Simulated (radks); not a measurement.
# The Coulomb parameter U of the 4d shell of Nb⁺

Aim: U as the second difference [E(n + 0.5) + E(n − 0.5) − 2E(n)]/0.5², with all orbitals relaxed. Bare: the atom's charge changes with n. Screened: the 5p shell takes up the change. The start is a model configuration, not necessarily the ground state.

Program: radks (a radial shooting solver on a logarithmic mesh, Libxc functionals) version 1. Level of theory: Dirac Kohn-Sham, PBE, spin-unpolarised, spherical densities, finite nucleus; open shells are shared between the two j in proportion to 2j + 1. These are calculated values, not measurements, unless marked.

### Step 1. What is computed

| Item | Value |
| --- | --- |
| element | niobium (Z = 41) |
| charge | +1 |
| electrons | 40 |
| configuration | [Kr] 4d3 5p1 |
| nuclear rms radius | 4.324 fm |

Outer shells as boxes (Hund's rule):

Nb⁺
```
[Kr] core
4d [↑ ][↑ ][↑ ][  ][  ]
5p [↑ ][  ][  ]
```

### Step 2. Start: [Kr] 4d3 5p1

Settings of this run:

```text
Z 41
configuration [Kr] 4d3 5p1
relativity Dirac
functional pbe,pbe
spin unpolarised
j_filling average
nucleus finite rms 4.324 fm
c 137.035999084
```

Command:

```bash
$ python run_ks.py task.json out
```

All runs below come from this command, one after another.

### Step 3. Bare +0.5: [Kr] 4d3.5 5p1

Settings, as their differences from step 2:

```diff
@@ -1,3 +1,3 @@
 Z 41
-configuration [Kr] 4d3 5p1
+configuration [Kr] 4d3.5 5p1
 relativity Dirac
```

### Step 4. Bare -0.5: [Kr] 4d2.5 5p1

Settings, as their differences from step 3:

```diff
@@ -1,3 +1,3 @@
 Z 41
-configuration [Kr] 4d3.5 5p1
+configuration [Kr] 4d2.5 5p1
 relativity Dirac
```

### Step 5. Screened +0.5: [Kr] 4d3.5 5p0.5

Settings, as their differences from step 4:

```diff
@@ -1,3 +1,3 @@
 Z 41
-configuration [Kr] 4d2.5 5p1
+configuration [Kr] 4d3.5 5p0.5
 relativity Dirac
```

### Step 6. Screened -0.5: [Kr] 4d2.5 5p1.5

Settings, as their differences from step 5:

```diff
@@ -1,3 +1,3 @@
 Z 41
-configuration [Kr] 4d3.5 5p0.5
+configuration [Kr] 4d2.5 5p1.5
 relativity Dirac
```

**Question.** What will these runs give?

The runs gave:

```
         quantity  value (eV)
          U, bare       9.408
U, screened by 5p       1.905
```

Letting 5p compensate leaves 20 % of the bare value; this second difference measures U(4d,4d) + U(5p,5p) − 2U(4d,5p). A solid screens further than the bare atom, so the bare value is an upper guide for the U of a crystal.
